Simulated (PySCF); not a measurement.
**A gas-phase reaction: BBrF2 + H2S → BF2HS + BrH**

Wanted: the reaction energy for `FB(F)Br` + `S` → `FB(F)S` + `Br`.

Computed with PySCF 2.14.0; each step states its level. No surroundings beyond the atoms listed, unless a continuum is named. Atoms count from 0, parts from 1.

## Step 1: The system as given

Each species was relaxed by itself at PBE0-D3(BJ)/def2-SVPD.

## Step 2: Energies of the species: wB97M-D3(BJ)/def2-TZVPD

What the job is given:

```
{"job": {"kind": "react", "xc": "wB97M-D3(BJ)", "basis": "def2-TZVPD"}, "charge": 0, "multiplicity": 1}
-1 BBrF2 charge 0 multiplicity 1
F      0.021470    -0.489470    -1.269990
B      0.055830    -0.104080    -0.014420
F      0.791190    -0.780270     0.839010
Br    -0.941210     1.409640     0.556940

-1 H2S charge 0 multiplicity 1
S     -0.008810     0.615470     0.002330
H     -0.980380    -0.321740    -0.008530
H      0.969360    -0.314910     0.003010

+1 BF2HS charge 0 multiplicity 1
F     -0.392620    -0.468740     1.324620
B     -0.152440    -0.514280     0.024000
F     -0.359930    -1.655890    -0.610160
S      0.440910     0.912110    -0.904540
H      0.472620     1.734690     0.166380

+1 BrH charge 0 multiplicity 1
Br     0.715070    -0.002530     0.004880
H     -0.708610     0.005900    -0.005540
```

With the program's defaults for keys left out, this is: wB97M-D3(BJ)/def2-TZVPD reaction energy of separated species, gas phase.

Started as:

```bash
$ OMP_NUM_THREADS=1 python cluster_run.py task.json out
```

This one command runs all jobs of the session in turn.

The program printed:

```text
species 1 (BBrF2)
coarse grid: 23112 points
cycle   1  E = -2798.9014512104  dE = -5.272e-01  |g| = 7.229e-01  |ddm| = 1.686e+00
cycle   2  E = -2798.9112836398  dE = -9.832e-03  |g| = 7.805e-01  |ddm| = 7.324e-01
cycle   3  E = -2798.9956442380  dE = -8.436e-02  |g| = 5.552e-02  |ddm| = 3.432e-01
cycle   4  E = -2798.9961449745  dE = -5.007e-04  |g| = 1.750e-02  |ddm| = 4.544e-02
cycle   5  E = -2798.9962226037  dE = -7.763e-05  |g| = 3.369e-03  |ddm| = 1.774e-02
cycle   6  E = -2798.9962260337  dE = -3.430e-06  |g| = 1.164e-03  |ddm| = 4.249e-03
final grid: 47496 points
cycle   7  E = -2798.9961623543  dE = -2.917e-07  |g| = 8.926e-04  |ddm| = 1.779e-03
cycle   8  E = -2798.9961624136  dE = -5.926e-08  |g| = 7.290e-04  |ddm| = 1.080e-03
cycle   9  E = -2798.9961624838  dE = -7.019e-08  |g| = 5.946e-05  |ddm| = 4.243e-04
cycle  10  E = -2798.9961624853  dE = -1.493e-09  |g| = 3.946e-05  |ddm| = 7.782e-05
cycle  11  E = -2798.9961624857  dE = -4.775e-10  |g| = 5.516e-06  |ddm| = 4.899e-05
converged SCF energy = -2798.9961624857

species 2 (H2S)
coarse grid: 11264 points
cycle   1  E = -399.4336013983  dE = -1.424e-01  |g| = 1.945e-01  |ddm| = 1.016e+00
cycle   2  E = -399.4459454564  dE = -1.234e-02  |g| = 1.106e-01  |ddm| = 2.399e-01
cycle   3  E = -399.4491447545  dE = -3.199e-03  |g| = 1.578e-02  |ddm| = 9.278e-02
cycle   4  E = -399.4492190962  dE = -7.434e-05  |g| = 4.851e-03  |ddm| = 1.790e-02
cycle   5  E = -399.4492313332  dE = -1.224e-05  |g| = 9.336e-04  |ddm| = 7.536e-03
cycle   6  E = -399.4492320644  dE = -7.312e-07  |g| = 1.776e-04  |ddm| = 2.124e-03
final grid: 22496 points
cycle   7  E = -399.4492196825  dE = -2.323e-08  |g| = 1.134e-04  |ddm| = 6.074e-04
cycle   8  E = -399.4492196855  dE = -2.973e-09  |g| = 6.804e-05  |ddm| = 1.499e-04
cycle   9  E = -399.4492196863  dE = -7.673e-10  |g| = 8.730e-06  |ddm| = 5.990e-05
converged SCF energy = -399.4492196863

species 3 (BF2HS)
coarse grid: 24568 points
cycle   1  E = -623.5935699473  dE =  4.508e-01  |g| = 6.767e-01  |ddm| = 1.658e+00
cycle   2  E = -623.6065873095  dE = -1.302e-02  |g| = 7.458e-01  |ddm| = 6.676e-01
cycle   3  E = -623.6826142922  dE = -7.603e-02  |g| = 4.520e-02  |ddm| = 3.122e-01
cycle   4  E = -623.6831455308  dE = -5.312e-04  |g| = 1.897e-02  |ddm| = 5.421e-02
cycle   5  E = -623.6832482371  dE = -1.027e-04  |g| = 4.598e-03  |ddm| = 1.930e-02
cycle   6  E = -623.6832543403  dE = -6.103e-06  |g| = 1.143e-03  |ddm| = 5.800e-03
final grid: 51536 points
cycle   7  E = -623.6832261575  dE = -4.967e-07  |g| = 9.488e-04  |ddm| = 1.954e-03
cycle   8  E = -623.6832262021  dE = -4.461e-08  |g| = 1.018e-03  |ddm| = 8.792e-04
cycle   9  E = -623.6832263442  dE = -1.421e-07  |g| = 8.659e-05  |ddm| = 3.788e-04
cycle  10  E = -623.6832263499  dE = -5.728e-09  |g| = 4.353e-05  |ddm| = 1.478e-04
cycle  11  E = -623.6832263510  dE = -1.099e-09  |g| = 1.107e-05  |ddm| = 8.391e-05
cycle  12  E = -623.6832263510  dE = -4.002e-11  |g| = 3.938e-06  |ddm| = 1.056e-05
converged SCF energy = -623.6832263510

species 4 (BrH)
coarse grid: 9808 points
cycle   1  E = -2574.7444819237  dE = -1.115e+00  |g| = 2.814e-01  |ddm| = 9.887e-01
cycle   2  E = -2574.7574488871  dE = -1.297e-02  |g| = 1.487e-01  |ddm| = 2.655e-01
cycle   3  E = -2574.7608846540  dE = -3.436e-03  |g| = 8.656e-03  |ddm| = 8.708e-02
cycle   4  E = -2574.7609220185  dE = -3.736e-05  |g| = 2.523e-03  |ddm| = 1.268e-02
cycle   5  E = -2574.7609264488  dE = -4.430e-06  |g| = 6.498e-04  |ddm| = 4.934e-03
final grid: 18448 points
cycle   6  E = -2574.7609111308  dE = -1.922e-07  |g| = 3.885e-04  |ddm| = 9.239e-04
cycle   7  E = -2574.7609111584  dE = -2.764e-08  |g| = 2.730e-04  |ddm| = 3.937e-04
cycle   8  E = -2574.7609111655  dE = -7.066e-09  |g| = 3.378e-05  |ddm| = 1.360e-04
cycle   9  E = -2574.7609111665  dE = -1.030e-09  |g| = 1.120e-05  |ddm| = 6.292e-05
cycle  10  E = -2574.7609111666  dE = -4.411e-11  |g| = 1.703e-06  |ddm| = 1.292e-05
converged SCF energy = -2574.7609111666

Reaction energy = 0.586 kcal/mol
```

It took 19 s on 1 thread of Arm Neoverse V1, shared host; peak memory 0.6 GiB.

Species by species (with the dispersion term, which the log's SCF energies lack):

```
 ν  species  energy (Eh)  HOMO (eV)
-1  FB(F)Br  -2798.99888     -11.45
-1        S   -399.45056      -9.89
+1   FB(F)S   -623.68703     -10.74
+1       Br  -2574.76148     -11.15
```

## Step 3: Reaction energy: PBE0-D3(BJ)/def2-TZVPD

Same as in step 2 but for these lines:

```diff
@@ -1,2 +1,2 @@
-{"job": {"kind": "react", "xc": "wB97M-D3(BJ)", "basis": "def2-TZVPD"}, "charge": 0, "multiplicity": 1}
+{"job": {"kind": "react", "xc": "PBE0", "basis": "def2-TZVPD", "disp": "d3bj"}, "charge": 0, "multiplicity": 1}
 -1 BBrF2 charge 0 multiplicity 1
```

Method: PBE0-D3(BJ)/def2-TZVPD reaction energy of separated species, gas phase.

The program printed:

```text
species 1 (BBrF2)
coarse grid: 23112 points
cycle   1  E = -2798.3614739858  dE = -5.759e-01  |g| = 6.765e-01  |ddm| = 1.766e+00
cycle   2  E = -2798.2876437912  dE =  7.383e-02  |g| = 9.859e-01  |ddm| = 7.305e-01
cycle   3  E = -2798.4269404214  dE = -1.393e-01  |g| = 6.379e-02  |ddm| = 4.316e-01
cycle   4  E = -2798.4273454722  dE = -4.051e-04  |g| = 9.881e-03  |ddm| = 4.142e-02
cycle   5  E = -2798.4273558285  dE = -1.036e-05  |g| = 5.243e-03  |ddm| = 9.694e-03
cycle   6  E = -2798.4273631341  dE = -7.306e-06  |g| = 8.085e-04  |ddm| = 4.470e-03
final grid: 47496 points
cycle   7  E = -2798.4273392221  dE =  4.305e-08  |g| = 1.051e-03  |ddm| = 1.736e-03
cycle   8  E = -2798.4273391062  dE =  1.159e-07  |g| = 1.332e-03  |ddm| = 1.667e-03
cycle   9  E = -2798.4273394275  dE = -3.213e-07  |g| = 6.726e-05  |ddm| = 8.884e-04
cycle  10  E = -2798.4273394281  dE = -5.857e-10  |g| = 1.094e-05  |ddm| = 3.542e-05
converged SCF energy = -2798.4273394281

species 2 (H2S)
coarse grid: 2864 points
cycle   1  E = -399.2518634188  dE = -9.250e-02  |g| = 1.630e-01  |ddm| = 1.023e+00
cycle   2  E = -399.2538577098  dE = -1.994e-03  |g| = 1.600e-01  |ddm| = 2.978e-01
cycle   3  E = -399.2614718621  dE = -7.614e-03  |g| = 1.497e-02  |ddm| = 1.477e-01
cycle   4  E = -399.2614864739  dE = -1.461e-05  |g| = 1.103e-03  |ddm| = 5.881e-03
cycle   5  E = -399.2614868542  dE = -3.804e-07  |g| = 6.136e-04  |ddm| = 1.717e-03
final grid: 22496 points
cycle   6  E = -399.2625175286  dE = -7.085e-06  |g| = 4.896e-03  |ddm| = 1.692e-02
cycle   7  E = -399.2625181613  dE = -6.327e-07  |g| = 3.960e-03  |ddm| = 6.698e-03
cycle   8  E = -399.2625210938  dE = -2.932e-06  |g| = 2.911e-04  |ddm| = 3.504e-03
cycle   9  E = -399.2625211215  dE = -2.777e-08  |g| = 3.582e-05  |ddm| = 2.357e-04
cycle  10  E = -399.2625211219  dE = -3.635e-10  |g| = 6.382e-06  |ddm| = 2.919e-05
converged SCF energy = -399.2625211219

species 3 (BF2HS)
coarse grid: 5504 points
cycle   1  E = -623.1638273921  dE =  4.146e-01  |g| = 6.218e-01  |ddm| = 1.735e+00
cycle   2  E = -623.1011719144  dE =  6.266e-02  |g| = 9.297e-01  |ddm| = 6.839e-01
cycle   3  E = -623.2254652096  dE = -1.243e-01  |g| = 3.858e-02  |ddm| = 3.913e-01
cycle   4  E = -623.2257647742  dE = -2.996e-04  |g| = 2.227e-02  |ddm| = 5.679e-02
cycle   5  E = -623.2258755199  dE = -1.107e-04  |g| = 2.772e-03  |ddm| = 1.882e-02
cycle   6  E = -623.2258767663  dE = -1.246e-06  |g| = 1.481e-03  |ddm| = 3.077e-03
final grid: 51536 points
cycle   7  E = -623.2302485061  dE = -9.647e-05  |g| = 7.072e-03  |ddm| = 4.876e-02
cycle   8  E = -623.2302443602  dE =  4.146e-06  |g| = 8.291e-03  |ddm| = 9.437e-03
cycle   9  E = -623.2302555482  dE = -1.119e-05  |g| = 1.152e-03  |ddm| = 5.102e-03
cycle  10  E = -623.2302557162  dE = -1.681e-07  |g| = 2.169e-04  |ddm| = 5.877e-04
cycle  11  E = -623.2302557253  dE = -9.096e-09  |g| = 8.835e-05  |ddm| = 2.129e-04
cycle  12  E = -623.2302557268  dE = -1.464e-09  |g| = 1.988e-05  |ddm| = 4.873e-05
cycle  13  E = -623.2302557269  dE = -7.901e-11  |g| = 5.502e-06  |ddm| = 1.526e-05
converged SCF energy = -623.2302557269

species 4 (BrH)
coarse grid: 9808 points
cycle   1  E = -2574.4494537279  dE = -1.081e+00  |g| = 2.724e-01  |ddm| = 1.042e+00
cycle   2  E = -2574.4540919685  dE = -4.638e-03  |g| = 1.699e-01  |ddm| = 2.601e-01
cycle   3  E = -2574.4588662257  dE = -4.774e-03  |g| = 3.007e-02  |ddm| = 1.194e-01
cycle   4  E = -2574.4590976986  dE = -2.315e-04  |g| = 4.156e-03  |ddm| = 2.212e-02
cycle   5  E = -2574.4591017010  dE = -4.002e-06  |g| = 1.311e-03  |ddm| = 4.270e-03
final grid: 18448 points
cycle   6  E = -2574.4591028197  dE = -7.033e-08  |g| = 1.375e-03  |ddm| = 2.024e-03
cycle   7  E = -2574.4591028340  dE = -1.435e-08  |g| = 1.399e-03  |ddm| = 1.791e-03
cycle   8  E = -2574.4591030549  dE = -2.209e-07  |g| = 5.149e-05  |ddm| = 8.398e-04
cycle   9  E = -2574.4591030556  dE = -6.889e-10  |g| = 1.026e-05  |ddm| = 4.413e-05
converged SCF energy = -2574.4591030556

Reaction energy = 0.231 kcal/mol
```

It took 8.5 s on 1 thread of Arm Neoverse V1, shared host; peak memory 0.6 GiB.

Reaction energy at this level: 0.23 kcal/mol.

## Step 4: Reaction energy: MP2/def2-TZVPD

Same as in step 3 but for these lines:

```diff
@@ -1,2 +1,2 @@
-{"job": {"kind": "react", "xc": "PBE0", "basis": "def2-TZVPD", "disp": "d3bj"}, "charge": 0, "multiplicity": 1}
+{"job": {"kind": "react", "xc": "MP2", "basis": "def2-TZVPD"}, "charge": 0, "multiplicity": 1}
 -1 BBrF2 charge 0 multiplicity 1
```

Level: MP2/def2-TZVPD reaction energy of separated species, gas phase.

The program printed:

```text
species 1 (BBrF2)
final grid: 47496 points
cycle   1  E = -2796.1558375710  dE = -5.322e-01  |g| = 6.533e-01  |ddm| = 1.620e+00
cycle   2  E = -2796.2205956289  dE = -6.476e-02  |g| = 3.797e-01  |ddm| = 5.411e-01
cycle   3  E = -2796.2424791562  dE = -2.188e-02  |g| = 4.402e-02  |ddm| = 2.038e-01
cycle   4  E = -2796.2430076897  dE = -5.285e-04  |g| = 1.258e-02  |ddm| = 5.071e-02
cycle   5  E = -2796.2430556140  dE = -4.792e-05  |g| = 2.591e-03  |ddm| = 1.458e-02
cycle   6  E = -2796.2430592370  dE = -3.623e-06  |g| = 7.594e-04  |ddm| = 4.207e-03
cycle   7  E = -2796.2430595921  dE = -3.551e-07  |g| = 2.591e-04  |ddm| = 1.229e-03
cycle   8  E = -2796.2430596257  dE = -3.354e-08  |g| = 8.273e-05  |ddm| = 3.634e-04
cycle   9  E = -2796.2430596297  dE = -4.032e-09  |g| = 2.060e-05  |ddm| = 1.371e-04
cycle  10  E = -2796.2430596301  dE = -3.865e-10  |g| = 4.892e-06  |ddm| = 4.700e-05
converged SCF energy = -2796.2430596301

species 2 (H2S)
final grid: 22496 points
cycle   1  E = -398.6881062089  dE = -1.695e-01  |g| = 2.014e-01  |ddm| = 9.977e-01
cycle   2  E = -398.7050963080  dE = -1.699e-02  |g| = 7.023e-02  |ddm| = 1.849e-01
cycle   3  E = -398.7068538572  dE = -1.758e-03  |g| = 2.154e-02  |ddm| = 5.634e-02
cycle   4  E = -398.7071966591  dE = -3.428e-04  |g| = 6.311e-03  |ddm| = 2.471e-02
cycle   5  E = -398.7072260727  dE = -2.941e-05  |g| = 1.395e-03  |ddm| = 9.170e-03
cycle   6  E = -398.7072275542  dE = -1.482e-06  |g| = 3.129e-04  |ddm| = 2.398e-03
cycle   7  E = -398.7072276399  dE = -8.569e-08  |g| = 5.003e-05  |ddm| = 6.832e-04
cycle   8  E = -398.7072276422  dE = -2.250e-09  |g| = 1.186e-05  |ddm| = 9.128e-05
cycle   9  E = -398.7072276423  dE = -1.249e-10  |g| = 1.950e-06  |ddm| = 2.073e-05
converged SCF energy = -398.7072276423

species 3 (BF2HS)
final grid: 51536 points
cycle   1  E = -621.8586312522  dE =  4.500e-01  |g| = 6.320e-01  |ddm| = 1.603e+00
cycle   2  E = -621.9257269542  dE = -6.710e-02  |g| = 3.646e-01  |ddm| = 4.918e-01
cycle   3  E = -621.9453923422  dE = -1.967e-02  |g| = 4.933e-02  |ddm| = 1.832e-01
cycle   4  E = -621.9463211928  dE = -9.289e-04  |g| = 1.406e-02  |ddm| = 6.290e-02
cycle   5  E = -621.9464169437  dE = -9.575e-05  |g| = 3.787e-03  |ddm| = 1.830e-02
cycle   6  E = -621.9464268107  dE = -9.867e-06  |g| = 1.053e-03  |ddm| = 6.861e-03
cycle   7  E = -621.9464274892  dE = -6.785e-07  |g| = 2.772e-04  |ddm| = 1.471e-03
cycle   8  E = -621.9464275415  dE = -5.228e-08  |g| = 7.230e-05  |ddm| = 4.577e-04
cycle   9  E = -621.9464275441  dE = -2.544e-09  |g| = 3.208e-05  |ddm| = 8.922e-05
cycle  10  E = -621.9464275445  dE = -4.138e-10  |g| = 8.259e-06  |ddm| = 3.665e-05
converged SCF energy = -621.9464275445

species 4 (BrH)
final grid: 18448 points
cycle   1  E = -2572.9852624921  dE = -1.144e+00  |g| = 2.202e-01  |ddm| = 9.640e-01
cycle   2  E = -2572.9999187553  dE = -1.466e-02  |g| = 7.760e-02  |ddm| = 2.157e-01
cycle   3  E = -2573.0014425127  dE = -1.524e-03  |g| = 1.588e-02  |ddm| = 5.815e-02
cycle   4  E = -2573.0016144106  dE = -1.719e-04  |g| = 5.005e-03  |ddm| = 1.886e-02
cycle   5  E = -2573.0016335361  dE = -1.913e-05  |g| = 1.691e-03  |ddm| = 6.805e-03
cycle   6  E = -2573.0016349390  dE = -1.403e-06  |g| = 3.418e-04  |ddm| = 2.059e-03
cycle   7  E = -2573.0016350126  dE = -7.364e-08  |g| = 5.979e-05  |ddm| = 6.414e-04
cycle   8  E = -2573.0016350140  dE = -1.418e-09  |g| = 8.468e-06  |ddm| = 8.660e-05
cycle   9  E = -2573.0016350141  dE = -5.002e-11  |g| = 1.310e-06  |ddm| = 1.889e-05
converged SCF energy = -2573.0016350141

Reaction energy = 2.007 kcal/mol
```

Wall time 4.5 s (1 thread of Arm Neoverse V1, shared host); peak memory 0.42 GiB.

Reaction energy at this level: 2.01 kcal/mol.

## Step 5: Comparing the runs

Energies in kcal/mol, with wall time:

```csv
run,reaction,time
wB97M-D3(BJ)/def2-TZVPD,0.59,19 s
PBE0-D3(BJ)/def2-TZVPD,0.23,8.5 s
MP2/def2-TZVPD,2.01,4.5 s
```

## Step 6: Summary of results

| quantity | value |
| --- | --- |
| reaction energy (wB97M-D3(BJ)/def2-TZVPD) | 0.59 kcal/mol |
| ΔH, ΔG at 298 K (xTB thermal terms) | +0.4, +0.8 kcal/mol |
| range of the reaction energy over the runs of this table | 0.23 to 2.01 kcal/mol |

What this shows: The reaction is endothermic by 0.4 kcal/mol in the gas phase; dispersion gives -0.19, and xTB itself gave 6.58 for the electronic energy (xTB energies and thermal terms come from the earlier relaxation of each species, not shown). No barrier was sought. The reaction energy runs from 0.23 (PBE0-D3(BJ)/def2-TZVPD) to 2.01 kcal/mol (MP2/def2-TZVPD).
